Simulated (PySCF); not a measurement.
# ZrCl4: geometry, NMR shifts and electronic excitations

Aim: predict the NMR shifts and electronic excitations of ZrCl4 (`[Cl][Zr]([Cl])([Cl])[Cl]`).

Computed with PySCF 2.14.0, with density-fitted response routines of our own, on a single molecule in the gas phase. Atoms count from 0, in the outputs and in this text.

## (1) The starting structure

5 atoms, charge 0, multiplicity 1; geometry from: GFN2-xTB.

Bonds of the start (Å): Zr0–Cl1 2.25, Zr0–Cl2 2.25, Zr0–Cl3 2.25, Zr0–Cl4 2.25.

## (2) Relaxing the molecule at PBE0-D3(BJ)/def2-SVP

The job: settings as JSON, then the geometry in Å.

```
{"job": {"xc": "PBE0", "basis": "def2-SVP", "d3": "d3bj", "grid": 1, "maxiter": 40, "kind": "geom"}, "charge": 0, "multiplicity": 1}
Zr    -0.000120    -0.000110    -0.000060
Cl     0.010490    -0.014340     2.251300
Cl     2.119260     0.010320    -0.760150
Cl    -1.069600     1.840140    -0.733770
Cl    -1.060020    -1.836010    -0.757320
```

**Question.** This job is followed by: GIAO PBE0/pcSseg-1 Zr:def2-TZVP NMR shielding, non-relativistic, gas phase; TDDFT B3LYP/def2-SVPD, vertical, gas phase, core orbitals frozen in the response; GIAO KT2/pcSseg-1 Zr:def2-TZVP NMR shielding, non-relativistic, gas phase. Predict these results of the whole session: point group; rotational constants (main isotopes); 35Cl shifts against HCl (PBE0/def2-TZVP+pcSseg-1, means over atoms taken as alike); lowest singlet (B3LYP/def2-SVPD); brightest single state of those computed; lowest triplet; range of the shift of Cl1.

The runs gave:

```
                                                                          quantity                        value
                                                                       point group                           Cs
                                              rotational constants (main isotopes)         1.02, 1.00, 0.99 GHz
35Cl shifts against HCl (PBE0/def2-TZVP+pcSseg-1, means over atoms taken as alike)                      607 ppm
                                                  lowest singlet (B3LYP/def2-SVPD)  5.34 eV (232 nm), f = 0.000
                                          brightest single state of those computed  state 6, 5.54 eV, f = 0.026
                                                                    lowest triplet                      5.13 eV
                                                         range of the shift of Cl1               607 to 632 ppm
```

In words: The optimisation took 7 steps and gained 0.202 eV; among the close pairs (by a distance rule), Zr0–Cl1 changed most, from 2.251 to 2.327 Å. The lowest singlet, at 5.34 eV, is HOMO→LUMO 0.46, HOMO−2→LUMO 0.21 and is dark; of the 10 states computed, the strongest absorption comes from states 4 to 6 together at 5.54 eV. The lowest triplet lies 0.21 eV below the lowest singlet (triplets in Tamm-Dancoff, singlets in full TDDFT). The shift of Cl1 (with its like atoms) runs from 607 (PBE0/def2-TZVP+pcSseg-1) to 632 ppm (KT2/def2-TZVP+pcSseg-1). Spin-orbit coupling is left out, which matters for shieldings and couplings at and beside the heavy atoms.
